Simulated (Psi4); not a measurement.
# UHF/3-21G run of SiF3 (trifluorosilyl)

Aim: the energy change on altering one bond length of SiF3 (trifluorosilyl) at UHF/3-21G, from 2 runs. 

Program for the calculation: Psi4 1.11.

**1. Starting point**

SiF3: 4 atoms, total charge 0, spin state doublet. SMILES: `F[Si](F)F`. The shape is that of a PBE0-D4/def2-TZVP optimisation.

Bond lengths: F1–Si2 1.581 Å, Si2–F3 1.581 Å, Si2–F4 1.581 Å. Angles: F1–Si2–F3 107.9°, F1–Si2–F4 107.9°, F3–Si2–F4 107.9°.

**2. Energy and gradient at UHF/3-21G**

The input, calc.dat:

```
memory 1600 MB

molecule molecule1 {
  0 2
  F      0.784850    -0.507040     1.151700
  Si    -0.282750     0.213060     0.234280
  F     -0.994260    -0.892250    -0.644340
  F      0.492160     1.186230    -0.741640
  units angstrom
  symmetry c1
  no_reorient
  no_com
}

set {
  basis 3-21G
  reference uhf
  puream true
  e_convergence 1e-09
  d_convergence 1e-08
  scf_type pk
  maxiter 100
}

e_tot, wfn = gradient('scf', return_wfn=True)
oeprop(wfn, 'LOWDIN_CHARGES', 'DIPOLE', 'QUADRUPOLE')
print_variables()
```

On the command line:

```console
$ psi4 calc.dat calc.out -n 1
```

calc.out, cut to the lines that bear on the results:

```text
[...]
  Running in c1 symmetry.
[...]
  Nuclear repulsion =  176.798451223300987
[...]
  Multiplicity = 2
[...]
  Nalpha       = 21
  Nbeta        = 20
[...]
    Number of basis functions: 40
[...]
   @UHF iter   1:  -584.16231088232928   -9.20364e-01   1.13183e-02 ADIIS/DIIS
[...]
   @UHF iter  11:  -584.24039677256962   -1.36424e-12   7.36530e-09 DIIS
[...]
   @S^2 Observed:                7.525809712E-01
[...]
    Orbital Energies [Eh]
    ---------------------
    Alpha Occupied:
       1A    -68.467618     2A    -26.172147     3A    -26.171442
       4A    -26.171425     5A     -6.263067     6A     -4.362913
       7A     -4.355572     8A     -4.355572     9A     -1.632628
      10A     -1.599344    11A     -1.599317    12A     -0.814634
      13A     -0.722826    14A     -0.722807    15A     -0.714568
      16A     -0.667276    17A     -0.667264    18A     -0.645194
      19A     -0.645178    20A     -0.632986    21A     -0.412153
    Alpha Virtual:
      22A      0.193930    23A      0.193990    24A      0.243200
      25A      0.376233    26A      0.552608    27A      0.571383
[...]
  @UHF Final Energy:  -584.24039677256962
   => Energetics <=
    Nuclear Repulsion Energy =            176.7984512233009866
    One-Electron Energy =               -1167.1574984780777413
    Two-Electron Energy =                 406.1186504822072152
    Total Energy =                       -584.2403967725695111
  UHF NO Occupations:
  HONO-2 :   19  A 1.9996455
  HONO-1 :   20  A 1.9994654
[...]
  -Total Gradient:
     Atom            X                  Y                   Z
    ------   -----------------  -----------------  -----------------
       1       -0.018767506604     0.012873424229    -0.012083284084
       2        0.024539978196    -0.018530622415    -0.020364830775
       3        0.008506230434     0.018777083007     0.015473966871
       4       -0.014278702026    -0.013119884819     0.016974147990
[...]
 Multipole Moments:
 ------------------------------------------------------------------------------------
     Multipole            Electronic (a.u.)      Nuclear  (a.u.)        Total (a.u.)
 ------------------------------------------------------------------------------------
 L = 1.  Multiply by 2.5417464519 to convert [e a0] to [Debye]
 Dipole X            :          2.0535866           -2.6716003           -0.6180137
 Dipole Y            :         -1.5476177            2.0131252            0.4655075
 Dipole Z            :         -1.7016822            2.2136252            0.5119430
 Magnitude           :                                                    0.9277520
 L = 2.  Multiply by 1.3450342976 to convert [e a0^2] to [Debye ang]
 Quadrupole XX       :        -83.6053270           63.3511946          -20.2541324
 Quadrupole XY       :        -33.2226587           31.4737223           -1.7489365
[...]
```

It took 3.3 s on 1 thread of Intel Xeon at 2.70GHz, shared host; peak memory 0.18 GiB.

**3. The distorted shape: the energy at UHF/3-21G**

The input, calc.py:

```python
import psi4

psi4.set_memory(1600000000)
psi4.set_num_threads(1)
psi4.set_output_file('psi4.out', False)

molecule = psi4.geometry("""
0 2
F      0.944990    -0.615055     1.289313
Si    -0.282750     0.213060     0.234280
F     -0.994260    -0.892250    -0.644340
F      0.492160     1.186230    -0.741640
units angstrom
symmetry c1
""")

options = {'basis': '3-21G', 'reference': 'uhf', 'puream': True, 'e_convergence': 1e-09, 'd_convergence': 1e-08, 'scf_type': 'pk', 'maxiter': 100}
psi4.set_options(options)

E = psi4.energy("hf")
print('E =', round(E, 9))
for k, v in sorted(psi4.core.scalar_variables().items()):
    print(f'{k:45s} {v:18.10f}')
```

On the command line:

```console
$ python calc.py
```

psi4.out, cut to the lines that bear on the results:

```text
[...]
  Running in c1 symmetry.
[...]
  Nuclear repulsion =  168.918896705818327
[...]
  Multiplicity = 2
[...]
  Nalpha       = 21
  Nbeta        = 20
[...]
    Number of basis functions: 40
[...]
   @UHF iter   1:  -584.12142378135775   -1.10162e+00   1.20168e-02 ADIIS/DIIS
[...]
   @UHF iter  13:  -584.21729837663247   -2.72848e-12   9.97111e-09 DIIS
[...]
   @S^2 Observed:                7.556322840E-01
[...]
    Orbital Energies [Eh]
    ---------------------
    Alpha Occupied:
       1A    -68.483307     2A    -26.184332     3A    -26.183869
       4A    -26.123790     5A     -6.274426     6A     -4.374352
       7A     -4.367471     8A     -4.364791     9A     -1.633188
      10A     -1.609843    11A     -1.521172    12A     -0.811022
      13A     -0.722920    14A     -0.710025    15A     -0.704248
      16A     -0.666055    17A     -0.651311    18A     -0.637789
      19A     -0.597580    20A     -0.594432    21A     -0.427173
    Alpha Virtual:
      22A      0.168244    23A      0.175540    24A      0.213513
      25A      0.372231    26A      0.485075    27A      0.556283
[...]
  @UHF Final Energy:  -584.21729837663247
   => Energetics <=
    Nuclear Repulsion Energy =            168.9188967058183266
    One-Electron Energy =               -1151.7072500280978602
    Two-Electron Energy =                 398.5710549456471767
    Total Energy =                       -584.2172983766324705
  UHF NO Occupations:
  HONO-2 :   19  A 1.9995277
  HONO-1 :   20  A 1.9980484
[...]
 Multipole Moments:
 ------------------------------------------------------------------------------------
     Multipole            Electronic (a.u.)      Nuclear  (a.u.)        Total (a.u.)
 ------------------------------------------------------------------------------------
 L = 1.  Multiply by 2.5417464519 to convert [e a0] to [Debye]
 Dipole X            :         -0.4227786           -0.4073187           -0.8300973
 Dipole Y            :          0.3045066            0.3029337            0.6074403
 Dipole Z            :          0.0528771            0.2522222            0.3050993
 Magnitude           :                                                    1.0729077
[...]
```

On the terminal:

```text
E = -584.217298377
CURRENT ENERGY                                   -584.2172983766
CURRENT REFERENCE ENERGY                         -584.2172983766
DD SOLVATION ENERGY                                 0.0000000000
HF KINETIC ENERGY                                 582.7006638237
HF POTENTIAL ENERGY                             -1166.9179622003
HF TOTAL ENERGY                                  -584.2172983766
HF VIRIAL RATIO                                     2.0026027678
NUCLEAR REPULSION ENERGY                          168.9188967058
ONE-ELECTRON ENERGY                             -1151.7072500281
PCM POLARIZATION ENERGY                             0.0000000000
PE ENERGY                                           0.0000000000
SCF ITERATION ENERGY                             -584.2172983766
SCF ITERATIONS                                     13.0000000000
SCF TOTAL ENERGY                                 -584.2172983766
TWO-ELECTRON ENERGY                               398.5710549456
```

It took 4.5 s on 1 thread of Intel Xeon at 2.70GHz, shared host; peak memory 0.18 GiB.

**4. Outcome**

At UHF/3-21G:

| quantity | value |
| --- | --- |
| first shape: total energy | -584.24040 Eh |
| first shape: dipole moment | 2.36 D |
| first shape: HOMO energy (highest over α and β) | -11.22 eV |
| first shape: LUMO energy (lowest over α and β) | 0.17 eV |
| first shape: ⟨S²⟩ | 0.753 |
| first shape: largest force on an atom | 1.897 eV/Å |
| distorted shape: total energy | -584.21730 Eh |
| distorted shape: dipole moment | 2.73 D |
| distorted shape: HOMO energy (highest over α and β) | -11.62 eV |
| distorted shape: LUMO energy (lowest over α and β) | -0.32 eV |
| distorted shape: ⟨S²⟩ | 0.756 |
| energy change with the F1–Si2 bond stretched from 1.581 to 1.818 Å | 0.629 eV |

With the F1–Si2 bond stretched from 1.581 to 1.818 Å the energy rises by 0.63 eV (60.6 kJ/mol). The first shape isn't relaxed at this level, so the change isn't measured from a minimum. The largest force (first shape) is 1.90 eV/Å: the shape isn't a stationary point for this species at this level.
